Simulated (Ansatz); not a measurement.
# GeH6O3: the cost of one run

Computed with Ansatz 0.2.0, Gaussian basis. Level: PBE0-D4, def2-SVP first, then def2-TZVP.

152 further runs of the same task are left out: 152 set aside as unsound or not needed.

## 1. The system as given

The guess: 10 atoms, charge 0, spin multiplicity 1.

Atoms are counted from 1 here; the program's logs count them from 0.

Bond lengths: Ge1–O2 2.090 Å, Ge1–H3 1.535 Å, Ge1–H4 1.496 Å, Ge1–H5 1.504 Å, Ge1–O7 2.265 Å, O2–H6 1.083 Å, O2–H9 0.961 Å, O7–O8 1.424 Å, O8–H10 0.964 Å. Angles: O2–Ge1–H3 87.9°, O2–Ge1–H4 106.8°, O2–Ge1–H5 115.4°, O2–Ge1–O7 66.5°, H3–Ge1–H4 108.0°, H3–Ge1–H5 106.5°, H3–Ge1–O7 154.2°, H4–Ge1–H5 125.6°, H4–Ge1–O7 83.4°, H5–Ge1–O7 83.4°, Ge1–O2–H6 79.4°, Ge1–O2–H9 115.4°, H6–O2–H9 108.6°, Ge1–O7–O8 106.3°, O7–O8–H10 102.3°.

Geometry (Å):

```
Ge   -0.4913   -0.7506   -0.7603
O     1.4519   -0.5854   -0.0087
H     0.1101   -1.4024   -2.0133
H    -1.1726   -1.8194    0.0338
H    -1.1198    0.5397   -1.2103
H     0.8871   -0.1338    0.7977
O    -0.3851    0.3024    1.2418
O    -0.2492    1.6913    0.9562
H     1.9964    0.0921   -0.4193
H    -1.0277    2.0663    1.3826
```

Distances that are to change: Ge1–O7 2.26 Å, O2–H6 1.08 Å, Ge1–O2 2.09 Å, H6–O7 1.42 Å.

## 2. Constrained relaxation of the guess

hold/in.yaml

```yaml
crystal:
  periodic: [false, false, false]
  atoms:
    - {symbol: Ge, position_ang: [-0.491300, -0.750600, -0.760300]}
    - {symbol: O, position_ang: [1.451900, -0.585400, -0.008700]}
    - {symbol: H, position_ang: [0.110100, -1.402400, -2.013300]}
    - {symbol: H, position_ang: [-1.172600, -1.819400, 0.033800]}
    - {symbol: H, position_ang: [-1.119800, 0.539700, -1.210300]}
    - {symbol: H, position_ang: [0.887100, -0.133800, 0.797700]}
    - {symbol: O, position_ang: [-0.385100, 0.302400, 1.241800]}
    - {symbol: O, position_ang: [-0.249200, 1.691300, 0.956200]}
    - {symbol: H, position_ang: [1.996400, 0.092100, -0.419300]}
    - {symbol: H, position_ang: [-1.027700, 2.066300, 1.382600]}
basis:
  gaussian: {orbitals: def2-SVP}
hamiltonian: {xc: pbe0, dispersion: d4}
relax: {f_tol: 0.04, max_steps: 150, escape_saddle: false, constraints: [{distance: [0, 6]}, {distance: [1, 5]}, {distance: [0, 1]}, {distance: [5, 6]}]}
```

Command:

```
$ ansatz run in.yaml --threads 4 --pin off --events-out ev --progress --plain --max-ram 9574MiB
```

**Question.** How long does this run take on 4 threads of Arm Neoverse V2, shared host?

About 15 s.
